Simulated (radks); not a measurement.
**The Coulomb parameter U of the 3d shell of Cr²⁺**

The task here is to estimate one member of a computed series from the others.

The numbers are computed with radks (a radial shooting solver on a logarithmic mesh, Libxc functionals) version 1 (scalar-relativistic Kohn-Sham, BLYP, spin-unpolarised, spherical densities, finite nucleus), except any that are marked as measured or tabulated.

## The atom as given

| Item | Value |
| --- | --- |
| element | chromium (Z = 24) |
| charge | +2 |
| electrons | 22 |
| configuration | [Ar] 3d3 4s1 |
| nuclear rms radius | 3.6452 fm |

The outer shells:

Cr²⁺
```
[Ar] core
3d [↑ ][↑ ][↑ ][  ][  ]
4s [↑ ]
```

The first run:

Input:

```text
Z 24
configuration [Ar] 3d3 4s1
relativity scalar-relativistic
functional b88,lyp
spin unpolarised
nucleus finite rms 3.6452 fm
c 137.035999084
```

Command:

```
python run_ks.py task.json out
```

This one command runs every case of the session in turn.

Steps of the session up to this table: Start: [Ar] 3d3 4s1.

One table of the session follows, with a row left open; its other results are not shown here.

It belongs to the step «Start: [Ar] 3d3 4s1». From the orbitals of this run (lengths in bohr):

| level | <r> | outermost maximum (interpolated) | 90 % within | nodes |
| --- | --- | --- | --- | --- |
| 1s | 0.06355 | 0.0416 | 0.113 | 0 |
| 2s | 0.2932 | 0.244 | 0.455 | 1 |
| 2p | 0.2599 | 0.198 | 0.427 | 0 |
| 3s | 0.8891 | 0.772 | 1.33 | 2 |
| 3p | 0.9412 | 0.790 | 1.45 | 1 |
| 3d | 1.140 | 0.793 | 1.92 | 0 |
| 4s | ? | ? | ? | ? |

Estimate the missing values for 4s.

**Answer.** <r>: 2.578; outermost maximum (interpolated): 2.27; 90 % within: 3.77; nodes: 3. In the column «<r>» it is the highest.
